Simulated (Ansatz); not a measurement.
# Al3GaN4: a one-atom displacement scan

The task, for Al3GaN4: measure how stiffly atom 1 (Al) is held.

Computed with Ansatz 0.2.0 (DFT r2SCAN, scalar-relativistic, plane waves, PAW, unless a step's input says otherwise).

## (1) The starting structure

It takes space group P-43m (No. 215, cubic). Conventional cell: a = 4.401 Å, b = 4.401 Å, c = 4.401 Å, α = 90.00°, β = 90.00°, γ = 90.00°. Al (site symmetry -42m) has 4 N at 1.89 Å as nearest neighbours. Ga (site symmetry -43m) has 4 N at 1.95 Å as nearest neighbours. Around N (site symmetry 3m) lie 3 Al at 1.89 Å and 1 Ga at 1.95 Å.

Structure file:

```cif
data_structure
_symmetry_space_group_name_H-M 'P-43m'
_symmetry_Int_Tables_number 215
_cell_length_a 4.4014
_cell_length_b 4.4014
_cell_length_c 4.4014
_cell_angle_alpha 90.000
_cell_angle_beta 90.000
_cell_angle_gamma 90.000
_cell_volume 85.27
loop_
_atom_site_label
_atom_site_type_symbol
_atom_site_symmetry_multiplicity
_atom_site_Wyckoff_symbol
_atom_site_fract_x
_atom_site_fract_y
_atom_site_fract_z
_atom_site_occupancy
Al1 Al 3 c 0.50000 0.50000 0.00000 1
Ga1 Ga 1 a 0.00000 0.00000 0.00000 1
N1 N 4 e 0.74416 0.74416 0.25584 1
```

It goes back to an entry of the Materials Project, which need not be the stable form.

No relaxation comes first: the listed cell is the starting point.

## (2) Zero of energy

The reference gives a free energy of -6961.6843 eV, pressure -0.03 GPa, largest force 0.058 eV/Å and gap on the mesh 4.01 eV. It was computed beforehand with the settings of the runs below.

## (3) Next: a one-atom displacement scan

Atom 1 (Al) is moved by x along the Cartesian unit vector (0.568, 0.568, 0.595); the cell and all other atoms stay fixed. Forces below are components along that vector, summed over the moved atoms. In a periodic cell its images move with it.

## (4) At x = -0.100 Å

The input, input.yaml:

```yaml
crystal:
  lattice:
    - [4.40143853, 0.0, 0.0]
    - [0.0, 4.40143853, 0.0]
    - [0.0, 0.0, 4.40143853]
  atoms:
    - { symbol: Al, position: [0.4870916288, 0.4870916288, -0.0135255038] }
    - { symbol: Al, position: [0.5, 0.0, 0.5] }
    - { symbol: Al, position: [0.0, 0.5, 0.5] }
    - { symbol: Ga, position: [0.0, 0.0, 0.0] }
    - { symbol: "N", position: [0.74416343, 0.74416343, 0.25583657] }
    - { symbol: "N", position: [0.74416343, 0.25583657, 0.74416343] }
    - { symbol: "N", position: [0.25583657, 0.74416343, 0.74416343] }
    - { symbol: "N", position: [0.25583657, 0.25583657, 0.25583657] }
basis:
  ecutwfc: 500
kpoints:
  mp_grid: { grid: [6, 6, 6] }
hamiltonian:
  xc: r2scan
scf:
  occupations: { method: gaussian, width: 0.05 }
output:
  forces: true
  stress: true
  eigenvalues: true
```

The run is started by

```
> ansatz run input.yaml --threads 2 --pin off --max-ram 5120MiB --backend cpu --events-out ev --progress --plain --runs-dir out
```

The program printed, cut to the lines that bear on the results:

```text
Warning: RAYON_NUM_THREADS=2 ignored (pool sized by the plan → 2); use --threads N
[...]
Pseudopotentials: kind: paw
Pseudopotential: Al, paw, valence charge 3, recommended cutoff 500 eV (meta_gga), Al.paw.azcp
Pseudopotential: Ga, paw, valence charge 13, recommended cutoff 500 eV (meta_gga), Ga.paw.azcp
Pseudopotential: N, paw, valence charge 5, recommended cutoff 500 eV (meta_gga), N.paw.azcp
Functional definition: r2SCAN
[...]
Crystal: 8 atoms, lattice volume = 85.268 Å³
Basis set: ecut = 500 eV, 2109 PW (Γ), exchange–correlation on 144×144×144 points (64 copies of the dense FFT grid, shifted against one another)
Bands: 29, of which v1, the nominal top of the filled ones, is band 21 counted from 1 (20 counted from 0)
Symmetry: 2 space group operations
Space group: Cm (ITA 8), of the structure as read, at distance tolerance 4.4e-5 Å
k-points: 68 of 216 (time reversal used)
[...]
SCF iter   1: F=—  HF=-6961.345828 eV  |F-HF|=—  |Δ(HF+E_count)|=         —  Δρ=8.37e-3  dr2=4.67e-2  dr2_τ=5.62e-1  ethr=1.77e-3  ⟨swp⟩=7.0  Hψ=10251  notcnv=0
[...]
SCF iter   8: F=-6961.587136 eV  HF=-6961.587136 eV  |F-HF|=4.05e-9  |Δ(HF+E_count)|=   1.65e-8  Δρ=4.75e-6  dr2=1.99e-8  dr2_τ=1.60e-9  ethr=2.38e-10  ⟨swp⟩=9.8  Hψ=8111  notcnv=0
[...]
SCF converged after 8 iterations
Free energy (F): -6961.587136 eV
[...]
E sigma→0 (E₀):  -6961.587136 eV
Fermi energy:    9.256573 eV
[...]
--- Forces (eV/Å), atoms counted from 1 ---
  atom   1  Al     1.02486300     1.02486300     1.15416196
  atom   2  Al     0.19379653    -0.27993846    -0.29197710
  atom   3  Al    -0.27993846     0.19379653    -0.29197710
  atom   4  Ga    -0.28426802    -0.28426802     0.21789104
  atom   5  N     -0.27805751    -0.27805751    -0.38577242
  atom   6  N      0.10174592    -0.26491680    -0.20926503
  atom   7  N     -0.26491680     0.10174592    -0.20926503
  atom   8  N     -0.21321294    -0.21321294     0.01618489
[...]
--- Stress (GPa, compression-positive) ---
        0.275870      -0.843652      -0.614659
       -0.843652       0.275870      -0.614659
       -0.614707      -0.614707       0.291499
  P = ⅓ Tr σ = 0.2811 GPa (2.811 kbar)
--- Band table (eV; the first three rows and the last of 68) ---
  k-point 0: bands = ["-8.5893", "-6.7596", "-6.7573", "-6.5816", "-5.6459", "-5.6455", "-4.9549", "-4.9405", "-4.8036", "1.5962", "2.4654", "2.4764", "5.3014", "5.3102", "5.3138", "5.3511", "5.3931", "5.4759", "7.3618", "7.3866", "7.4860", "11.0271", "11.5351", "11.5506", "11.5743", [...]
[...]
```

It took 8.8 s on 2 threads of AMD EPYC 9R45 (Zen 5), shared host; peak memory 0.63 GiB.

## (5) Point x = 0.080 Å

Changes to input.yaml since step 4:

```diff
@@ -6,3 +6,3 @@
   atoms:
-    - { symbol: Al, position: [0.4870916288, 0.4870916288, -0.0135255038] }
+    - { symbol: Al, position: [0.5103266969, 0.5103266969, 0.010820403] }
     - { symbol: Al, position: [0.5, 0.0, 0.5] }
```

The run is started by

```
> ansatz run input.yaml --threads 2 --pin off --max-ram 5120MiB --backend cpu --events-out ev --progress --plain --runs-dir out
```

The program printed, cut to the lines that bear on the results:

```text
Warning: RAYON_NUM_THREADS=2 ignored (pool sized by the plan → 2); use --threads N
[...]
[... 5 set-up lines as earlier in the session ...]
[...]
Crystal: 8 atoms, lattice volume = 85.268 Å³
Basis set: ecut = 500 eV, 2109 PW (Γ), exchange–correlation on 144×144×144 points (64 copies of the dense FFT grid, shifted against one another)
Bands: 29, of which v1, the nominal top of the filled ones, is band 21 counted from 1 (20 counted from 0)
[... 2 set-up lines as earlier in the session ...]
k-points: 68 of 216 (time reversal used)
[...]
SCF converged after 8 iterations
Free energy (F): -6961.609732 eV
[...]
E sigma→0 (E₀):  -6961.609732 eV
Fermi energy:    9.372135 eV
[...]
--- Forces (eV/Å), atoms counted from 1 ---
  atom   1  Al    -1.09195580    -1.09195580    -1.18266413
  atom   2  Al    -0.14775693     0.21688031     0.22798937
  atom   3  Al     0.21688031    -0.14775693     0.22798937
  atom   4  Ga     0.22296316     0.22296316    -0.17283027
  atom   5  N      0.53445314     0.53445314     0.51556807
  atom   6  N      0.00511552     0.14526993     0.21890370
  atom   7  N      0.14526993     0.00511552     0.21890370
  atom   8  N      0.11501859     0.11501859    -0.05384445
[...]
--- Stress (GPa, compression-positive) ---
        0.215477       1.000601       0.898170
        1.000601       0.215477       0.898170
        0.898129       0.898129       0.234203
  P = ⅓ Tr σ = 0.2217 GPa (2.217 kbar)
--- Band table (eV; the first three rows and the last of 68) ---
[... band rows left out ...]
[...]
```

It took 8.7 s on 2 threads of AMD EPYC 9R45 (Zen 5), shared host; peak memory 0.64 GiB.

## (6) x = -0.060 Å

Changes to input.yaml since step 5:

```diff
@@ -6,3 +6,3 @@
   atoms:
-    - { symbol: Al, position: [0.5103266969, 0.5103266969, 0.010820403] }
+    - { symbol: Al, position: [0.4922549773, 0.4922549773, -0.0081153023] }
     - { symbol: Al, position: [0.5, 0.0, 0.5] }
```

The run is started by

```
> ansatz run input.yaml --threads 2 --pin off --max-ram 5120MiB --backend cpu --events-out ev --progress --plain --runs-dir out
```

The program printed, cut to the lines that bear on the results:

```text
[...]
SCF converged after 8 iterations
Free energy (F): -6961.647946 eV
[...]
E sigma→0 (E₀):  -6961.647946 eV
Fermi energy:    9.317303 eV
[...]
--- Forces (eV/Å), atoms counted from 1 ---
  atom   1  Al     0.65323222     0.65323222     0.72816411
  atom   2  Al     0.11509480    -0.16659586    -0.17409314
  atom   3  Al    -0.16659586     0.11509480    -0.17409314
  atom   4  Ga    -0.16970157    -0.16970157     0.13054106
  atom   5  N     -0.18704978    -0.18704978    -0.28043140
  atom   6  N      0.07019957    -0.17220880    -0.11183785
  atom   7  N     -0.17220880     0.07019957    -0.11183785
  atom   8  N     -0.14296029    -0.14296029    -0.00642771
[...]
--- Stress (GPa, compression-positive) ---
        0.085723      -0.549386      -0.425130
       -0.549386       0.085723      -0.425130
       -0.425163      -0.425163       0.092421
  P = ⅓ Tr σ = 0.0880 GPa (0.880 kbar)
--- Band table (eV; the first three rows and the last of 68) ---
  k-point 0: bands = ["-8.5794", "-6.7328", "-6.7315", "-6.6248", "-5.6430", "-5.6429", "-4.9326", "-4.9240", "-4.8420", "1.6034", "2.4748", "2.4788", "5.3248", "5.3304", "5.3325", "5.3602", "5.3855", "5.4320", "7.3728", "7.3887", "7.4460", "11.1886", "11.4864", "11.4930", "11.5299", [...]
[...]
```

Wall time 8.8 s (2 threads of AMD EPYC 9R45 (Zen 5), shared host); peak memory 0.64 GiB.

## (7) At x = 0.040 Å

Changes to input.yaml since step 6:

```diff
@@ -6,3 +6,3 @@
   atoms:
-    - { symbol: Al, position: [0.4922549773, 0.4922549773, -0.0081153023] }
+    - { symbol: Al, position: [0.5051633485, 0.5051633485, 0.0054102015] }
     - { symbol: Al, position: [0.5, 0.0, 0.5] }
```

The run is started by

```
> ansatz run input.yaml --threads 2 --pin off --max-ram 5120MiB --backend cpu --events-out ev --progress --plain --runs-dir out
```

The program printed, cut to the lines that bear on the results:

```text
[...]
SCF converged after 8 iterations
Free energy (F): -6961.666417 eV
[...]
E sigma→0 (E₀):  -6961.666417 eV
Fermi energy:    9.386178 eV
[...]
--- Forces (eV/Å), atoms counted from 1 ---
  atom   1  Al    -0.51042775    -0.51042775    -0.55678667
  atom   2  Al    -0.07472234     0.10911389     0.11452575
  atom   3  Al     0.10911389    -0.07472234     0.11452575
  atom   4  Ga     0.11189876     0.11189876    -0.08662499
  atom   5  N      0.24962063     0.24962063     0.20484030
  atom   6  N      0.01620123     0.05734598     0.12773774
  atom   7  N      0.05734598     0.01620123     0.12773774
  atom   8  N      0.04095617     0.04095617    -0.04594042
[...]
--- Stress (GPa, compression-positive) ---
        0.028265       0.455740       0.395409
        0.455740       0.028265       0.395409
        0.395403       0.395403       0.032450
  P = ⅓ Tr σ = 0.0297 GPa (0.297 kbar)
--- Band table (eV; the first three rows and the last of 68) ---
  k-point 0: bands = ["-8.5765", "-6.7439", "-6.6716", "-6.6707", "-5.6422", "-5.6421", "-4.9375", "-4.8833", "-4.8777", "1.6057", "2.4777", "2.4796", "5.3147", "5.3395", "5.3599", "5.3820", "5.3873", "5.3885", "7.3725", "7.4072", "7.4192", "11.3532", "11.3557", "11.4158", "11.5767", [...]
[...]
```

Run time: 9 s. Hardware: 2 threads of AMD EPYC 9R45 (Zen 5), shared host; peak memory 0.61 GiB.

## (8) Point x = -0.020 Å

Changes to input.yaml since step 7:

```diff
@@ -6,3 +6,3 @@
   atoms:
-    - { symbol: Al, position: [0.5051633485, 0.5051633485, 0.0054102015] }
+    - { symbol: Al, position: [0.4974183258, 0.4974183258, -0.0027051008] }
     - { symbol: Al, position: [0.5, 0.0, 0.5] }
```

The run is started by

```
> ansatz run input.yaml --threads 2 --pin off --max-ram 5120MiB --backend cpu --events-out ev --progress --plain --runs-dir out
```

The program printed, cut to the lines that bear on the results:

```text
Warning: RAYON_NUM_THREADS=2 ignored (pool sized by the plan → 2); use --threads N
[...]
[... 5 set-up lines as earlier in the session ...]
[...]
Crystal: 8 atoms, lattice volume = 85.268 Å³
Basis set: ecut = 500 eV, 2109 PW (Γ), exchange–correlation on 144×144×144 points (64 copies of the dense FFT grid, shifted against one another)
Bands: 29, of which v1, the nominal top of the filled ones, is band 21 counted from 1 (20 counted from 0)
[... 2 set-up lines as earlier in the session ...]
k-points: 68 of 216 (time reversal used)
[...]
SCF converged after 7 iterations
Free energy (F): -6961.680073 eV
[...]
E sigma→0 (E₀):  -6961.680073 eV
Fermi energy:    9.376950 eV
[...]
--- Forces (eV/Å), atoms counted from 1 ---
  atom   1  Al     0.23164225     0.23164225     0.25579659
  atom   2  Al     0.03792020    -0.05506301    -0.05763498
  atom   3  Al    -0.05506301     0.03792020    -0.05763498
  atom   4  Ga    -0.05628972    -0.05628972     0.04342349
  atom   5  N     -0.05274432    -0.05274432    -0.12908587
  atom   6  N      0.04417488    -0.07939784    -0.01472005
  atom   7  N     -0.07939784     0.04417488    -0.01472005
  atom   8  N     -0.07025974    -0.07025974    -0.02539513
[...]
--- Stress (GPa, compression-positive) ---
       -0.016499      -0.199458      -0.162359
       -0.199458      -0.016499      -0.162359
       -0.162367      -0.162367      -0.015636
  P = ⅓ Tr σ = -0.0162 GPa (-0.162 kbar)
--- Band table (eV; the first three rows and the last of 68) ---
[... band rows left out ...]
[...]
```

Run time: 8.7 s. Hardware: 2 threads of AMD EPYC 9R45 (Zen 5), shared host; peak memory 0.64 GiB.

## (9) Point x = 0.100 Å

Changes to input.yaml since step 8:

```diff
@@ -6,3 +6,3 @@
   atoms:
-    - { symbol: Al, position: [0.4974183258, 0.4974183258, -0.0027051008] }
+    - { symbol: Al, position: [0.5129083712, 0.5129083712, 0.0135255038] }
     - { symbol: Al, position: [0.5, 0.0, 0.5] }
```

The run is started by

```
> ansatz run input.yaml --threads 2 --pin off --max-ram 5120MiB --backend cpu --events-out ev --progress --plain --runs-dir out
```

The program printed, cut to the lines that bear on the results:

```text
[...]
SCF converged after 8 iterations
Free energy (F): -6961.565207 eV
[...]
E sigma→0 (E₀):  -6961.565207 eV
Fermi energy:    9.366065 eV
[...]
--- Forces (eV/Å), atoms counted from 1 ---
  atom   1  Al    -1.41306694    -1.41306694    -1.52549409
  atom   2  Al    -0.18363273     0.27033030     0.28438793
  atom   3  Al     0.27033030    -0.18363273     0.28438793
  atom   4  Ga     0.27822878     0.27822878    -0.21574981
  atom   5  N      0.70676099     0.70676099     0.70253375
  atom   6  N      0.00183643     0.18788738     0.26296188
  atom   7  N      0.18788738     0.00183643     0.26296188
  atom   8  N      0.15164330     0.15164330    -0.05597188
[...]
--- Stress (GPa, compression-positive) ---
        0.363455       1.312044       1.195468
        1.312044       0.363455       1.195468
        1.195416       1.195416       0.394293
  P = ⅓ Tr σ = 0.3737 GPa (3.737 kbar)
--- Band table (eV; the first three rows and the last of 68) ---
  k-point 0: bands = ["-8.5936", "-6.8198", "-6.6394", "-6.6373", "-5.6461", "-5.6457", "-4.9938", "-4.8596", "-4.8456", "1.5955", "2.4639", "2.4762", "5.2444", "5.2938", "5.3408", "5.4116", "5.4262", "5.4311", "7.3454", "7.4275", "7.4588", "11.2732", "11.2778", "11.3541", "11.7821", [...]
[...]
```

Wall time 8.7 s (2 threads of AMD EPYC 9R45 (Zen 5), shared host); peak memory 0.64 GiB.

## (10) At x = -0.080 Å

Changes to input.yaml since step 9:

```diff
@@ -6,3 +6,3 @@
   atoms:
-    - { symbol: Al, position: [0.5129083712, 0.5129083712, 0.0135255038] }
+    - { symbol: Al, position: [0.4896733031, 0.4896733031, -0.010820403] }
     - { symbol: Al, position: [0.5, 0.0, 0.5] }
```

The run is started by

```
> ansatz run input.yaml --threads 2 --pin off --max-ram 5120MiB --backend cpu --events-out ev --progress --plain --runs-dir out
```

The program printed, cut to the lines that bear on the results:

```text
[...]
SCF converged after 8 iterations
Free energy (F): -6961.620919 eV
[...]
E sigma→0 (E₀):  -6961.620919 eV
Fermi energy:    9.286960 eV
[...]
--- Forces (eV/Å), atoms counted from 1 ---
  atom   1  Al     0.84489226     0.84489226     0.94652931
  atom   2  Al     0.15424819    -0.22301842    -0.23283414
  atom   3  Al    -0.22301842     0.15424819    -0.23283414
  atom   4  Ga    -0.22683042    -0.22683042     0.17418698
  atom   5  N     -0.23747750    -0.23747750    -0.33833665
  atom   6  N      0.08531048    -0.21865311    -0.16059361
  atom   7  N     -0.21865311     0.08531048    -0.16059361
  atom   8  N     -0.17846028    -0.17846028     0.00445923
[...]
--- Stress (GPa, compression-positive) ---
        0.170702      -0.702874      -0.528393
       -0.702874       0.170702      -0.528393
       -0.528436      -0.528436       0.181655
  P = ⅓ Tr σ = 0.1744 GPa (1.744 kbar)
--- Band table (eV; the first three rows and the last of 68) ---
  k-point 0: bands = ["-8.5839", "-6.7461", "-6.7443", "-6.6029", "-5.6443", "-5.6440", "-4.9437", "-4.9322", "-4.8228", "1.6002", "2.4706", "2.4777", "5.3130", "5.3201", "5.3230", "5.3562", "5.3900", "5.4543", "7.3667", "7.3873", "7.4652", "11.1087", "11.5113", "11.5217", "11.5515", [...]
[...]
```

Wall time 8.8 s (2 threads of AMD EPYC 9R45 (Zen 5), shared host); peak memory 0.64 GiB.

## (11) Point x = 0.060 Å

Changes to input.yaml since step 10:

```diff
@@ -6,3 +6,3 @@
   atoms:
-    - { symbol: Al, position: [0.4896733031, 0.4896733031, -0.010820403] }
+    - { symbol: Al, position: [0.5077450227, 0.5077450227, 0.0081153023] }
     - { symbol: Al, position: [0.5, 0.0, 0.5] }
```

The run is started by

```
> ansatz run input.yaml --threads 2 --pin off --max-ram 5120MiB --backend cpu --events-out ev --progress --plain --runs-dir out
```

The program printed, cut to the lines that bear on the results:

```text
Warning: RAYON_NUM_THREADS=2 ignored (pool sized by the plan → 2); use --threads N
[...]
[... 5 set-up lines as earlier in the session ...]
[...]
Crystal: 8 atoms, lattice volume = 85.268 Å³
Basis set: ecut = 500 eV, 2109 PW (Γ), exchange–correlation on 144×144×144 points (64 copies of the dense FFT grid, shifted against one another)
Bands: 29, of which v1, the nominal top of the filled ones, is band 21 counted from 1 (20 counted from 0)
[... 2 set-up lines as earlier in the session ...]
k-points: 68 of 216 (time reversal used)
[...]
SCF converged after 8 iterations
Free energy (F): -6961.643239 eV
[...]
E sigma→0 (E₀):  -6961.643239 eV
Fermi energy:    9.378836 eV
[...]
--- Forces (eV/Å), atoms counted from 1 ---
  atom   1  Al    -0.79160188    -0.79160188    -0.86032899
  atom   2  Al    -0.11144993     0.16314856     0.17137430
  atom   3  Al     0.16314856    -0.11144993     0.17137430
  atom   4  Ga     0.16752545     0.16752545    -0.12978423
  atom   5  N      0.38266704     0.38266704     0.35029510
  atom   6  N      0.00990014     0.10171712     0.17378876
  atom   7  N      0.10171712     0.00990014     0.17378876
  atom   8  N      0.07808150     0.07808150    -0.05049376
[...]
--- Stress (GPa, compression-positive) ---
        0.104582       0.715961       0.632281
        0.715961       0.104582       0.632281
        0.632258       0.632258       0.114554
  P = ⅓ Tr σ = 0.1079 GPa (1.079 kbar)
--- Band table (eV; the first three rows and the last of 68) ---
[... band rows left out ...]
[...]
```

It took 9.2 s on 2 threads of AMD EPYC 9R45 (Zen 5), shared host; peak memory 0.64 GiB.

## (12) x = -0.040 Å

Changes to input.yaml since step 11:

```diff
@@ -6,3 +6,3 @@
   atoms:
-    - { symbol: Al, position: [0.5077450227, 0.5077450227, 0.0081153023] }
+    - { symbol: Al, position: [0.4948366515, 0.4948366515, -0.0054102015] }
     - { symbol: Al, position: [0.5, 0.0, 0.5] }
```

The run is started by

```
> ansatz run input.yaml --threads 2 --pin off --max-ram 5120MiB --backend cpu --events-out ev --progress --plain --runs-dir out
```

The program printed, cut to the lines that bear on the results:

```text
[...]
SCF converged after 8 iterations
Free energy (F): -6961.667809 eV
[...]
E sigma→0 (E₀):  -6961.667809 eV
Fermi energy:    9.347450 eV
[...]
--- Forces (eV/Å), atoms counted from 1 ---
  atom   1  Al     0.44911815     0.44911815     0.49825282
  atom   2  Al     0.07633918    -0.11064327    -0.11573108
  atom   3  Al    -0.11064327     0.07633918    -0.11573108
  atom   4  Ga    -0.11286595    -0.11286595     0.08695903
  atom   5  N     -0.12581748    -0.12581748    -0.21104928
  atom   6  N      0.05647154    -0.12574130    -0.06315818
  atom   7  N     -0.12574130     0.05647154    -0.06315818
  atom   8  N     -0.10685068    -0.10685068    -0.01640099
[...]
--- Stress (GPa, compression-positive) ---
        0.022681      -0.381990      -0.303610
       -0.381990       0.022681      -0.303610
       -0.303629      -0.303629       0.025898
  P = ⅓ Tr σ = 0.0238 GPa (0.238 kbar)
--- Band table (eV; the first three rows and the last of 68) ---
  k-point 0: bands = ["-8.5762", "-6.7198", "-6.7190", "-6.6475", "-5.6421", "-5.6421", "-4.9215", "-4.9158", "-4.8612", "1.6057", "2.4778", "2.4796", "5.3367", "5.3410", "5.3423", "5.3630", "5.3794", "5.4092", "7.3799", "7.3908", "7.4283", "11.2666", "11.4607", "11.4645", "11.5095", [...]
[...]
```

It took 9.2 s on 2 threads of AMD EPYC 9R45 (Zen 5), shared host; peak memory 0.63 GiB.

## (13) All points together

The scan, with free energies counted from the undisturbed cell:

```
 x (Å)  ΔE (meV/cell)  force on the moved atoms (eV/Å)  pressure (GPa)  gap on the mesh (eV)
-0.100           97.1                            1.852             0.3                  3.54
-0.080           63.4                            1.524             0.2                  3.64
-0.060           36.3                            1.176             0.1                  3.74
-0.040           16.5                            0.807             0.0                  3.84
-0.020            4.2                            0.415             0.0                  3.93
 0.000            0.0                            0.000             0.0                  4.01
 0.040           17.9                           -0.911             0.0                  3.93
 0.060           41.0                           -1.412             0.1                  3.89
 0.080           74.5                           -1.945             0.2                  3.85
 0.100          119.1                           -2.514             0.4                  3.81
```

## (14) Outcome

```
                                                        quantity        value
force constant along x, from the points at -0.020, 0 and 0.040 Å  21.44 eV/Å²
```

**Reading.** Near the site the force constant is 21.44 eV/Å²; for the mass of Al against a rigid frame that is a vibration of about 465 cm⁻¹. No sampled point lies below the undisturbed cell. The well is lopsided: x = 0.100 Å costs 119 meV against 97 meV on the other side, and the dearer side brings atoms closer together. The gap on the mesh stays between 3.54 and 4.01 eV.
